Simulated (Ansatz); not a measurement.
**SnH6S (built from SMILES S.[SnH4]): a barrier at many levels of theory**

Aim: the barrier and energy of one elementary step (Sn1–S7 formed, H2–H6 formed, Sn1–H2 broken, H6–S7 broken) from LDA up to coupled cluster, on fixed structures, to see where each rung fails.

The runs use Ansatz 0.2.0, Gaussian basis; single points in def2-TZVPP on PBE0-D4/def2-TZVP structures.

Levels: SPW92, PBE-D4, BLYP-D4, r2SCAN-D4, B97M-V, PBE0-D4, B3LYP-D4, r2SCAN0-D4, BHLYP-D4, CAM-B3LYP-D4, wB97X-V, wB97M-V, B2PLYP, PBE-QIDH, RPA on PBE, Hartree-Fock, MP2, CCSD, CCSD(T). The reference is CCSD(T) at the basis limit, from triple and quadruple zeta. Zero-point energies come from PBE0-D4 vibrations.

Correlated methods freeze the cores. Filled d shells of the heavier atoms are correlated. Core potentials replace the inner electrons past krypton, and spin-orbit coupling is left out. B3LYP uses VWN-RPA correlation. B2PLYP carries no dispersion term here.

81 further runs of the same task are left out: 1 that didn't finish, 80 set aside as unsound or not needed.

## Step 1: The three structures

Charge 0, multiplicity 1. The folders r, ts and p hold the start, the saddle and the end; their coordinates stand in the first inputs.

| pair | r (Å) | ts (Å) | p (Å) |
| --- | --- | --- | --- |
| Sn1–S7 | 3.861 | 2.797 | 2.407 |
| H2–H6 | 3.257 | 0.988 | 0.748 |
| Sn1–H2 | 1.704 | 2.000 | 4.147 |
| H6–S7 | 1.342 | 1.698 | 3.148 |

## Step 2: SPW92/def2-TZVPP

Input file r/in.yaml:

```yaml
crystal:
  periodic: [false, false, false]
  atoms:
    - {symbol: Sn, position_ang: [-1.262540, -0.709426, -0.002624]}
    - {symbol: H, position_ang: [-0.147725, -1.125965, 1.217414]}
    - {symbol: H, position_ang: [-0.697592, -1.231700, -1.519913]}
    - {symbol: H, position_ang: [-2.749902, -1.483164, 0.332297]}
    - {symbol: H, position_ang: [-1.512907, 0.975499, -0.005882]}
    - {symbol: H, position_ang: [2.612226, 0.408808, 0.418476]}
    - {symbol: S, position_ang: [2.098371, 1.089173, -0.617338]}
    - {symbol: H, position_ang: [1.660069, 2.076774, 0.177671]}
basis:
  gaussian: {orbitals: def2-TZVPP}
hamiltonian: {xc: lda}
```

Input file ts/in.yaml:

```yaml
crystal:
  periodic: [false, false, false]
  atoms:
    - {symbol: Sn, position_ang: [-0.834311, -0.311308, -0.255857]}
    - {symbol: H, position_ang: [0.586094, -0.965013, 0.991932]}
    - {symbol: H, position_ang: [-0.551350, -1.267527, -1.627624]}
    - {symbol: H, position_ang: [-1.885321, -1.101946, 0.859862]}
    - {symbol: H, position_ang: [-1.527093, 1.229285, -0.507934]}
    - {symbol: H, position_ang: [1.200756, -0.326512, 0.554754]}
    - {symbol: S, position_ang: [1.661285, 0.930364, -0.489568]}
    - {symbol: H, position_ang: [1.349940, 1.812657, 0.474535]}
basis:
  gaussian: {orbitals: def2-TZVPP}
hamiltonian: {xc: lda}
```

Input file p/in.yaml:

```yaml
crystal:
  periodic: [false, false, false]
  atoms:
    - {symbol: Sn, position_ang: [-0.981410, 0.199204, -0.722352]}
    - {symbol: H, position_ang: [1.509192, -1.905955, 1.838850]}
    - {symbol: H, position_ang: [-0.908912, -1.002835, -1.923307]}
    - {symbol: H, position_ang: [-1.409721, -0.453698, 0.793143]}
    - {symbol: H, position_ang: [-2.059048, 1.448195, -1.154934]}
    - {symbol: H, position_ang: [1.632810, -1.314527, 1.398162]}
    - {symbol: S, position_ang: [1.254947, 1.082520, -0.607551]}
    - {symbol: H, position_ang: [0.962141, 1.947097, 0.378088]}
basis:
  gaussian: {orbitals: def2-TZVPP}
hamiltonian: {xc: lda}
```

Each run has its own folder and the same command.

Command:

```
$ ansatz run in.yaml --threads 2 --pin off --events-out ev --progress --plain --max-ram 4352MiB
```

The runs that follow: PBE-D4/def2-TZVPP; BLYP-D4/def2-TZVPP; r2SCAN-D4/def2-TZVPP; B97M-V/def2-TZVPP; PBE0-D4/def2-TZVPP; B3LYP-D4/def2-TZVPP; r2SCAN0-D4/def2-TZVPP; BHLYP-D4/def2-TZVPP; CAM-B3LYP-D4/def2-TZVPP; wB97X-V/def2-TZVPP; wB97M-V/def2-TZVPP; B2PLYP/def2-TZVPP; PBE-QIDH/def2-TZVPP; RPA on PBE/def2-TZVPP; CCSD(T)/def2-TZVPP; MP2/def2-QZVPP; Vibrations of the start structure; Vibrations of the end structure.

**Question.** What will these runs give? Wanted: barrier, CCSD(T)/CBS; reverse barrier, CCSD(T)/CBS; step energy, CCSD(T)/CBS; barrier with zero-point energy; step energy with zero-point energy; imaginary mode at the saddle; largest T1 diagnostic.

**Answer**, as computed:

| quantity | value |
| --- | --- |
| barrier, CCSD(T)/CBS | 179.1 kJ/mol |
| reverse barrier, CCSD(T)/CBS | 218.1 kJ/mol |
| step energy, CCSD(T)/CBS | -39.0 kJ/mol |
| barrier with zero-point energy | 175.6 kJ/mol |
| step energy with zero-point energy | -43.3 kJ/mol |
| imaginary mode at the saddle | 1353i cm⁻¹ |
| largest T1 diagnostic | 0.015 |

In words: PBE-QIDH is the best functional here (+2.1 kJ/mol from CCSD(T)/CBS); SPW92 is the worst (-54.8 kJ/mol). By rung, the mean size of the error is: LDA 54.8, GGA 31.3, meta-GGA 17.6, hybrid 12.2, range-separated hybrid 10.1, double hybrid 3.1 kJ/mol. PBE-D4 gives a barrier 38.2 kJ/mol too low, outside chemical accuracy (1 kcal/mol, 4.2 kJ/mol). Every functional without exact exchange puts the barrier too low, the usual mark of self-interaction error, which favours the spread-out density of a saddle. The barrier rises with the share of exact exchange, from BLYP-D4 through B3LYP-D4 to BHLYP-D4 (-24.4, -7.6, +16.0 kJ/mol). Hartree-Fock, with no correlation, is off by +67.8 kJ/mol. Zero-point motion lowers the barrier by 3.5 kJ/mol.
